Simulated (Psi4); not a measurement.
**AlClF2 (SMILES [F][Al]([F])[Cl]) at wB97M-V/def2-SVPD**

What is the energy change on altering one bond length of AlClF2 at wB97M-V/def2-SVPD? 

The calculation is run with Psi4 1.11.

1 further run of the same task is left out (set aside as unsound or not needed).

**1. The molecule**

AlClF2: 4 atoms, total charge 0, spin state singlet. SMILES: `[F][Al]([F])[Cl]`. The coordinates come from a PBE0-D4/def2-TZVP relaxation.

Bond lengths: F1–Al2 1.631 Å, Al2–F3 1.631 Å, Al2–Cl4 2.061 Å. Angles: F1–Al2–F3 119.0°, F1–Al2–Cl4 120.5°, F3–Al2–Cl4 120.5°.

**2. A single-point energy at wB97M-V/def2-SVPD**

calc.in

```
memory 2200 MB

molecule system {
  0 1
  F      0.997200     0.721760     1.149640
  Al     0.069280    -0.050750     0.053570
  F      0.273490    -1.653820    -0.164660
  Cl    -1.339980     0.982810    -1.038560
  symmetry c1
  no_reorient
  no_com
}

set basis def2-SVPD
set reference rks
set puream true
set e_convergence 1e-09
set d_convergence 1e-08
set scf_type pk
set dft_radial_points 99
set dft_spherical_points 590

energy("wb97m-v")
```

Command:

```bash
psi4 calc.in calc.out -n 1
```

calc.out (excerpt; [...] marks lines left out):

```text
[...]
  Running in c1 symmetry.
[...]
  Nuclear repulsion =  198.347935170660406
[...]
  Multiplicity = 1
[...]
  Nalpha       = 24
  Nbeta        = 24
[...]
    Number of basis functions: 97
[...]
   @RKS iter   1:  -901.97027785818852   -6.85262e-01   6.36110e-03 DIIS/ADIIS
[...]
   @RKS iter  10:  -902.10555294578353   -7.73070e-12   7.17123e-09 DIIS
[...]
    Orbital Energies [Eh]
    ---------------------
    Doubly Occupied:
       1A   -101.870472     2A    -56.395996     3A    -24.917764
       4A    -24.917762     5A     -9.670242     6A     -7.378983
       7A     -7.374973     8A     -7.374267     9A     -4.381328
      10A     -2.901271    11A     -2.896588    12A     -2.896534
      13A     -1.299057    14A     -1.289922    15A     -0.963833
      16A     -0.626767    17A     -0.588370    18A     -0.570581
      19A     -0.565478    20A     -0.549225    21A     -0.542271
      22A     -0.515263    23A     -0.462671    24A     -0.455789
[...]
  @RKS Final Energy:  -902.10555294578353
   => Energetics <=
    Nuclear Repulsion Energy =            198.3479351706604064
    One-Electron Energy =               -1645.8035076175947324
    Two-Electron Energy =                 596.7309111675649547
    DFT Exchange-Correlation Energy =     -51.5827110830985092
    Empirical Dispersion Energy =           0.0000000000000000
    VV10 Nonlocal Energy =                  0.2018194166844363
    Total Energy =                       -902.1055529457835291
[...]
 Multipole Moments:
 ------------------------------------------------------------------------------------
     Multipole            Electronic (a.u.)      Nuclear  (a.u.)        Total (a.u.)
 ------------------------------------------------------------------------------------
 L = 1.  Multiply by 2.5417464519 to convert [e a0] to [Debye]
 Dipole X            :         19.6051134          -19.7340509           -0.1289375
 Dipole Y            :        -14.3795214           14.4743195            0.0947980
 Dipole Z            :         15.1956149          -15.2959913           -0.1003764
 Magnitude           :                                                    0.1889099
[...]
```

Wall time 98 s (1 thread of AMD EPYC 7R43 (Zen 3), shared host); peak memory 1.1 GiB.

**3. The distorted shape, same level**

input.inp

```
memory 2200 mb

molecule {
  0 1
  F      1.136386     0.837635     1.314049
  Al     0.069280    -0.050750     0.053570
  F      0.273490    -1.653820    -0.164660
  Cl    -1.339980     0.982810    -1.038560
  symmetry c1
  no_reorient
  no_com
}

set globals {
  basis                def2-SVPD
  puream               true
  e_convergence        1e-09
  d_convergence        1e-08
  scf_type             pk
  dft_radial_points    99
  dft_spherical_points 590
}

e = energy('wb97m-v')
```

Command:

```bash
psi4 -i input.inp -o input.out -n 1
```

input.out (excerpt; [...] marks lines left out):

```text
[...]
  Running in c1 symmetry.
[...]
  Nuclear repulsion =  190.796850735955047
[...]
  Multiplicity = 1
[...]
  Nalpha       = 24
  Nbeta        = 24
[...]
    Number of basis functions: 97
[...]
   @RKS iter   1:  -901.94305004341413   -7.78825e-01   6.42116e-03 ADIIS/DIIS
[...]
   @RKS iter  11:  -902.08790936797004   -1.17097e-11   5.35545e-09 DIIS
[...]
    Orbital Energies [Eh]
    ---------------------
    Doubly Occupied:
       1A   -101.881578     2A    -56.428160     3A    -24.929681
       4A    -24.893866     5A     -9.681153     6A     -7.390062
       7A     -7.385806     8A     -7.385097     9A     -4.405757
      10A     -2.926442    11A     -2.921620    12A     -2.920023
      13A     -1.305805    14A     -1.240284    15A     -0.973998
      16A     -0.625526    17A     -0.571920    18A     -0.568707
      19A     -0.560884    20A     -0.522146    21A     -0.511251
      22A     -0.506818    23A     -0.471721    24A     -0.464387
[...]
  @RKS Final Energy:  -902.08790936797004
   => Energetics <=
    Nuclear Repulsion Energy =            190.7968507359550472
    One-Electron Energy =               -1630.5671212988331717
    Two-Electron Energy =                 589.0020615438793357
    DFT Exchange-Correlation Energy =     -51.5219912878527353
    Empirical Dispersion Energy =           0.0000000000000000
    VV10 Nonlocal Energy =                  0.2022909388814522
    Total Energy =                       -902.0879093679700418
[...]
 Multipole Moments:
 ------------------------------------------------------------------------------------
     Multipole            Electronic (a.u.)      Nuclear  (a.u.)        Total (a.u.)
 ------------------------------------------------------------------------------------
 L = 1.  Multiply by 2.5417464519 to convert [e a0] to [Debye]
 Dipole X            :         16.9846949          -17.3668401           -0.3821452
 Dipole Y            :        -16.5085542           16.4450676           -0.0634866
 Dipole Z            :         12.1139662          -12.4997994           -0.3858332
 Magnitude           :                                                    0.5467474
[...]
```

It took 1.7 min on 1 thread of AMD EPYC 7R43 (Zen 3), shared host; peak memory 1.1 GiB.

**4. Outcome**

Level: wB97M-V/def2-SVPD.

| quantity | value |
| --- | --- |
| first shape: total energy | -902.10555 Eh |
| first shape: dipole moment | 0.48 D |
| first shape: HOMO energy | -12.40 eV |
| first shape: LUMO energy | -0.30 eV |
| first shape: HOMO–LUMO gap | 12.10 eV |
| distorted shape: total energy | -902.08791 Eh |
| distorted shape: dipole moment | 1.39 D |
| distorted shape: HOMO energy | -12.64 eV |
| distorted shape: LUMO energy | -0.62 eV |
| distorted shape: HOMO–LUMO gap | 12.02 eV |
| energy change with the F1–Al2 bond stretched from 1.631 to 1.875 Å | 0.480 eV |

**Reading.** With the F1–Al2 bond stretched from 1.631 to 1.875 Å the energy rises by 0.48 eV (46.3 kJ/mol). The first shape isn't relaxed at this level, so the change isn't measured from a minimum.
